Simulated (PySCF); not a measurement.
# C3H7NOSi: electronic excitations and core binding energies

What electronic excitations and core binding energies should C3H7NOSi (`O=CN[SiH]1CC1`) show?

Programs: PySCF 2.14.0, with density-fitted response routines of our own. Each step states its level of theory. These are calculated values for one molecule in the gas phase, unless marked as measured. Atoms count from 0, in the outputs and in this text.

### 1 The molecule as given

13 atoms, charge 0, multiplicity 1; geometry from: GFN2-xTB.

Bonds of the start (Å): O0–C1 1.21, C1–N2 1.34, N2–Si3 1.76, Si3–C4 1.88, C4–C5 1.54, C5–Si3 1.88, C1–H6 1.10, N2–H7 1.01, Si3–H8 1.44, C4–H9 1.08, C4–H10 1.08, C5–H11 1.08, C5–H12 1.08.

### 2 TDDFT and polarisability: B3LYP/def2-SVPD

Job settings and geometry (Å):

```
{"job": {"kind": "uv", "xc": "B3LYP", "basis": "def2-SVPD", "nstates": 8, "ntriplets": 3}, "charge": 0, "multiplicity": 1}
O      2.127307     1.369437     0.855874
C      2.340262     0.296917     0.343367
N      1.383960    -0.346637    -0.337996
Si    -0.129509     0.543336    -0.433726
C     -1.620364    -0.591261    -0.596820
C     -1.481690     0.085748     0.784713
H      3.317040    -0.212472     0.397778
H      1.578161    -1.238495    -0.762165
H      0.004946     1.800023    -1.132579
H     -2.468977    -0.269884    -1.180780
H     -1.527995    -1.668284    -0.603398
H     -2.246758     0.806570     1.030866
H     -1.280771    -0.574512     1.617139
```

Method: TDDFT B3LYP/def2-SVPD, vertical, gas phase, core orbitals frozen in the response.

Launch:

```
$ OMP_NUM_THREADS=1 python probes_run.py task.json out
```

This one command runs all jobs of the session in turn.

**Question.** This job is followed by: delta-SCF UKS SCAN, pcX-2 on the ionised atom, pcseg-1 elsewhere, spin-free X2C. Predict these results of the whole session: lowest singlet (B3LYP/def2-SVPD); brightest single state of those computed; lowest triplet; O1s binding energies, SCAN/pcX-2; N1s binding energies, SCAN/pcX-2; Si1s binding energies, SCAN/pcX-2; Si2p binding energies, SCAN/pcX-2; C1s binding energies, SCAN/pcX-2 (standing for 2 of 3 atoms).

As calculated:

| quantity | value |
| --- | --- |
| lowest singlet (B3LYP/def2-SVPD) | 5.37 eV (231 nm), f = 0.025 |
| brightest single state of those computed | state 5, 6.41 eV, f = 0.101 |
| lowest triplet | 4.91 eV |
| O1s binding energies, SCAN/pcX-2 | O0 537.32 eV |
| N1s binding energies, SCAN/pcX-2 | N2 405.64 eV |
| Si1s binding energies, SCAN/pcX-2 | Si3 1846.80 eV |
| Si2p binding energies, SCAN/pcX-2 | Si3 107.19 eV |
| C1s binding energies, SCAN/pcX-2 (standing for 2 of 3 atoms) | C4 289.90 eV |

The lowest singlet, at 5.37 eV, is HOMO→LUMO 0.82, HOMO−1→LUMO 0.14 and is weak; of the 8 states computed, the strongest absorption comes from state 5 at 6.41 eV. The lowest triplet lies 0.45 eV below the lowest singlet (triplets in Tamm-Dancoff, singlets in full TDDFT).
